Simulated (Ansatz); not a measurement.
# C3H9NSi: up Jacob's ladder to CCSD(T)

How much do the methods differ for C3H9NSi? The plan is to run it at one geometry with functionals of several rungs and with coupled cluster, and see how far each lands from CCSD(T) at the basis-set limit for the atomisation energy.

Computed with Ansatz 0.2.0, Gaussian basis. Level: functionals in def2-TZVPP, the program's frozen cores in correlated methods.

Plan: LDA (SPW92), PBE-D4, revPBE-D4, BLYP-D4, r2SCAN-D4, B97M-V, PBE0-D4, B3LYP-D4, r2SCANh-D4, r2SCAN0-D4, HSE06-D4, BHLYP-D4, CAM-B3LYP-D4, LC-ωPBE, ωB97X-V, ωB97M-V, B2PLYP, PBE-QIDH; CCSD(T)/def2-SVP; CCSD(T)/def2-TZVPP; MP2/def2-QZVPP; extrapolation to the limit; RPA on PBE.

### 1 Structure used throughout

An earlier PBE0-D4 in a triple-zeta def2 set relaxation fixed the geometry.

14 atoms, charge 0, spin multiplicity 1.

Atoms are counted from 1 here; the program's logs count them from 0.

Bond lengths: C1–C2 1.336 Å, C1–H6 1.081 Å, C1–H7 1.082 Å, C2–N3 1.380 Å, C2–H8 1.087 Å, N3–C4 1.444 Å, N3–Si5 1.732 Å, C4–H9 1.096 Å, C4–H10 1.097 Å, C4–H11 1.092 Å, Si5–H12 1.491 Å, Si5–H13 1.486 Å, Si5–H14 1.483 Å. Angles: C2–C1–H6 119.4°, C2–C1–H7 123.1°, H6–C1–H7 117.5°, C1–C2–N3 126.9°, C1–C2–H8 119.4°, N3–C2–H8 113.7°, C2–N3–C4 117.3°, C2–N3–Si5 122.4°, C4–N3–Si5 119.8°, N3–C4–H9 110.6°, N3–C4–H10 111.6°, N3–C4–H11 110.1°, H9–C4–H10 108.0°, H9–C4–H11 108.1°, H10–C4–H11 108.3°, N3–Si5–H12 112.8°, N3–Si5–H13 108.9°, N3–Si5–H14 107.4° and more.

### 2 LDA

This LDA is Slater exchange with PW92 correlation.

Contents of in.yaml:

```yaml
crystal:
  periodic: [false, false, false]
  atoms:
    - {symbol: C, position_ang: [-1.862054, 1.139328, -0.107017]}
    - {symbol: C, position_ang: [-1.151590, 0.029842, -0.327262]}
    - {symbol: N, position_ang: [0.193326, -0.154357, -0.080708]}
    - {symbol: C, position_ang: [0.925401, 0.963209, 0.468490]}
    - {symbol: Si, position_ang: [0.957000, -1.703441, -0.206558]}
    - {symbol: H, position_ang: [-2.911043, 1.156957, -0.366585]}
    - {symbol: H, position_ang: [-1.437983, 2.037353, 0.322223]}
    - {symbol: H, position_ang: [-1.640645, -0.841374, -0.754686]}
    - {symbol: H, position_ang: [0.848870, 1.835511, -0.189942]}
    - {symbol: H, position_ang: [0.545002, 1.249262, 1.456463]}
    - {symbol: H, position_ang: [1.981688, 0.706593, 0.569549]}
    - {symbol: H, position_ang: [1.176141, -2.348226, 1.119310]}
    - {symbol: H, position_ang: [2.288440, -1.533507, -0.845172]}
    - {symbol: H, position_ang: [0.074548, -2.566450, -1.029406]}
basis:
  gaussian: {orbitals: def2-TZVPP}
hamiltonian: {xc: lda}
output: {orbitals: {seedname: orbitals}}
```

The runs that follow: PBE-D4 (GGA); revPBE-D4 (GGA); BLYP-D4 (GGA); r2SCAN-D4 (meta-GGA); B97M-V (meta-GGA); PBE0-D4 (hybrid); B3LYP-D4 (hybrid); r2SCANh-D4 (hybrid); r2SCAN0-D4 (hybrid); HSE06-D4 (hybrid); BHLYP-D4 (hybrid); CAM-B3LYP-D4 (range-separated); LC-ωPBE-D4 (range-separated); ωB97X-V (range-separated); ωB97M-V (range-separated); B2PLYP (double hybrid); PBE-QIDH (double hybrid); CCSD(T) in def2-SVP; CCSD(T) in def2-TZVPP; MP2 in def2-QZVPP; RPA on PBE orbitals.

Before running them: what should the planned runs give, taken together? Wanted: atomisation energy, CCSD(T)/CBS; farthest beyond LDA; mean size of error, GGA; mean size of error, meta-GGA; mean size of error, hybrid; mean size of error, range-separated; mean size of error, double hybrid; gap, smallest and largest; T1 diagnostic.

**Answer**, as computed:

| quantity | value |
| --- | --- |
| atomisation energy, CCSD(T)/CBS | 1247.3 kcal/mol |
| functionals within 6.2 kcal/mol (0.5 %) | revPBE-D4, BLYP-D4, r2SCAN-D4, B97M-V, PBE0-D4, B3LYP-D4, r2SCANh-D4, HSE06-D4, LC-ωPBE, ωB97X-V, ωB97M-V |
| farthest beyond LDA | BHLYP-D4 (-24.6 kcal/mol) |
| mean size of error, GGA | 9.2 kcal/mol |
| mean size of error, meta-GGA | 1.8 kcal/mol |
| mean size of error, hybrid | 9.7 kcal/mol |
| mean size of error, range-separated | 6.3 kcal/mol |
| mean size of error, double hybrid | 8.8 kcal/mol |
| gap, smallest and largest | 4.33 eV (LDA (SPW92)), 11.12 eV (LC-ωPBE) |
| T1 diagnostic | 0.0116 |
| triples share of the correlation energy | 4.0 % |

In words: The LDA atomisation energy is off by 169.7 kcal/mol (14 %): it overbinds. PBE-D4 is off by +21.7 kcal/mol. Double hybrids carry the basis error of their MP2 part in triple zeta, and no dispersion term here, so their miss is partly the set-up's. By mean error the best rung here is meta-GGA (1.8 kcal/mol) and the worst beyond LDA is hybrid (9.7 kcal/mol). The mean of the hybrids holds BHLYP, with half exact exchange. The reference freezes the cores and leaves out relativity and excitations past (T), so misses under about 6.2 kcal/mol can't be ranked. Hartree-Fock recovers 74 % of the binding; the rest is correlation. CCSD(T) in def2-SVP is off by -62.7 kcal/mol, which most functionals beat. Orbital gaps span 4.3 to 11.1 eV; exact exchange widens them.
